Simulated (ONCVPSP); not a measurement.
# Silicon: generating and testing an ONCV potential

Do these settings give a usable potential? It is generated, then checked for transferability, scattering, ghosts and hardness.

Method: ONCVPSP 4.0.1.1 (patched build), PBE, scalar-relativistic.

## Step 1: Settings

The settings as typed:

```
element                 : silicon (Si, Z = 14)
type                    : optimised norm-conserving Vanderbilt (ONCV)
frozen core             : [He]
valence charge          : 12
reference configuration : 2s2 2p6 3s2 3p1 (charge +1)
partial waves           : 2s+3s: rc 1.15 bohr, ncon 4, nbas 9, qcut 9.9 1/bohr, 2 projectors; 2p+3p: rc 0.90 bohr, ncon 5, nbas 10, qcut 14.5 1/bohr, 2 projectors
local potential         : polynomial inside 0.85 bohr (lpopt 5, dvloc0 4 Ha)
core correction         : not asked for
```

An earlier all-electron run gives the scale for the radii.

All-electron outer shells of the reference configuration (PBE, scalar-relativistic, ld1.x):

| shell | level (eV) | outermost node (bohr) | outermost maximum (bohr) |
| --- | --- | --- | --- |
| 1s | -1795.62 | – | 0.07 |
| 2s | -149.00 | 0.15 | 0.45 |
| 2p | -105.08 | – | 0.39 |
| 3s | -19.03 | 0.72 | 1.75 |
| 3p | -11.66 | 0.71 | 2.04 |

## Step 2: Generation

Contents of Si.dat:

```
# ATOM AND REFERENCE CONFIGURATION
# atsym  z   nc   nv     iexc    psfile
  Si 14.00    1    4        4      upf
#
#   n    l    f
    1    0    2.00
    2    0    2.00
    2    1    6.00
    3    0    2.00
    3    1    1.00
#
# PSEUDOPOTENTIAL AND OPTIMIZATION
# lmax
    1
#
#   l,   rc,      ep,       ncon, nbas, qcut
    0    1.15    0.00    4    9    9.90
    1    0.90    0.00    5   10   14.50
#
# LOCAL POTENTIAL
# lloc, lpopt,  rc(5),   dvloc0
    4    5    0.85    4.00
#
# VANDERBILT-KLEINMAN-BYLANDER PROJECTORs
# l, nproj, debl
    0    2    1.30
    1    2    1.60
#
# MODEL CORE CHARGE
# icmod, fcfact, rcfact
    0    0.00    0.00
#
# LOG DERIVATIVE ANALYSIS
# epsh1, epsh2, depsh
   -7.00    5.00    0.04
#
# OUTPUT GRID
# rlmax, drl
    6.00    0.01
#
# TEST CONFIGURATIONS
# ncnf
    4
# nvcnf
#   n    l    f
    4
    2    0    2.00
    2    1    6.00
    3    0    2.00
    3    1    2.00
#
    4
    2    0    2.00
    2    1    6.00
    3    0    2.00
    3    1    0.00
#
    4
    2    0    2.00
    2    1    6.00
    3    0    1.00
    3    1    0.00
#
    4
    2    0    2.00
    2    1    6.00
    3    0    0.00
    3    1    0.00
#
```

Started as:

```console
oncvpsp.x < Si.dat > Si.out
```

**Question.** What will these runs give? Wanted: cutoffs for 1 and 0.1 mHa per electron, occupied waves; bound ghosts; GHOST(+) flags; largest test error; largest phase difference near zero energy, channels read.

The runs gave:

| quantity | value |
| --- | --- |
| cutoffs for 1 and 0.1 mHa per electron, occupied waves | 93 Ha and 130 Ha |
| bound ghosts | none found |
| GHOST(+) flags | none at low energy |
| largest test error (AE − PS) | -9.9 meV, for 2s2 2p6 3s0 3p0 |
| largest phase difference near zero energy, channels read | 0.000 rad |

The worst unpolarised test, 2s2 2p6 3s0 3p0, is off by 9.9 meV on 95.1 eV; by total energies transferability rates as good. It counts as very hard, with 93 Ha needed at the looser tolerance. It is free of bound ghosts as far as tested. Near zero energy the phases of the channels with partial waves agree within 0.001 rad. These are tests on the free atom; a crystal test is still owed.
